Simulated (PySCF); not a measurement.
# C5H7Ga: electronic excitations

What electronic excitations should C5H7Ga (`C#[C][GaH]/[CH]=C\C`) show?

The runs use PySCF 2.14.0, with density-fitted response routines of our own; the level of theory stands in each step. All values are computed, except where a source is named. Atoms count from 0, in the outputs and in this text.

## 1. The molecule as given

13 atoms, charge 0, multiplicity 1; geometry from: GFN2-xTB.

Bonds of the start (Å): C0–C1 1.21, C1–Ga2 1.97, Ga2–C3 2.00, C3–C4 1.33, C4–C5 1.49, C0–H6 1.06, Ga2–H7 1.58, C3–H8 1.09, C4–H9 1.09, C5–H10 1.09, C5–H11 1.09, C5–H12 1.09.

## 2. Ultraviolet spectrum: CAM-B3LYP/def2-SVPD

Job settings and geometry (Å):

```
{"job": {"kind": "uv", "xc": "CAM-B3LYP", "basis": "def2-SVPD", "nstates": 8, "ntriplets": 3}, "charge": 0, "multiplicity": 1}
C      4.001932    -0.301691    -1.003811
C      2.873199    -0.011644    -0.680418
Ga     1.052465     0.522084    -0.163410
C     -0.340747    -0.909349     0.003853
C     -1.634945    -0.731411     0.255654
C     -2.266948     0.604923     0.457671
H      4.987160    -0.558126    -1.284510
H      0.904890     2.074454     0.083647
H      0.027861    -1.929582    -0.130751
H     -2.314057    -1.578513     0.329467
H     -3.078949     0.751243    -0.255143
H     -2.693605     0.672697     1.459079
H     -1.522644     1.395401     0.327201
```

Method: TDDFT CAM-B3LYP/def2-SVPD, vertical, gas phase, core orbitals frozen in the response.

Command:

```console
$ OMP_NUM_THREADS=1 python probes_run.py task.json out
```

One launch serves the whole session: the jobs run in the order shown.

What will the session give for the following? lowest singlet (CAM-B3LYP/def2-SVPD); brightest single state of those computed; lowest triplet; surface potential, 1st and 99th percentile. Wanted: lowest singlet; brightest single state of those computed; lowest triplet; surface potential, 1st and 99th percentile.

**Answer**, as computed:

```
                                quantity                        value
    lowest singlet (CAM-B3LYP/def2-SVPD)  4.59 eV (270 nm), f = 0.000
brightest single state of those computed  state 2, 5.27 eV, f = 0.233
                          lowest triplet                      3.87 eV
   surface potential, 1st and 99th percentile           -0.97 V and 2.28 V
```

In words: The first singlet state (HOMO−1→LUMO 0.81, HOMO→LUMO 0.13) lies at 4.59 eV and is dark; of the 8 states computed, the strongest absorption comes from state 2 at 5.27 eV. The lowest triplet lies 0.72 eV below the lowest singlet (triplets in Tamm-Dancoff, singlets in full TDDFT). At CAM-B3LYP/def2-SVPD, counted by nearest atom on the grid, the HOMO lies on C3 36 %; C4 26 %, the LUMO on Ga2 46 %; H7 12 %.
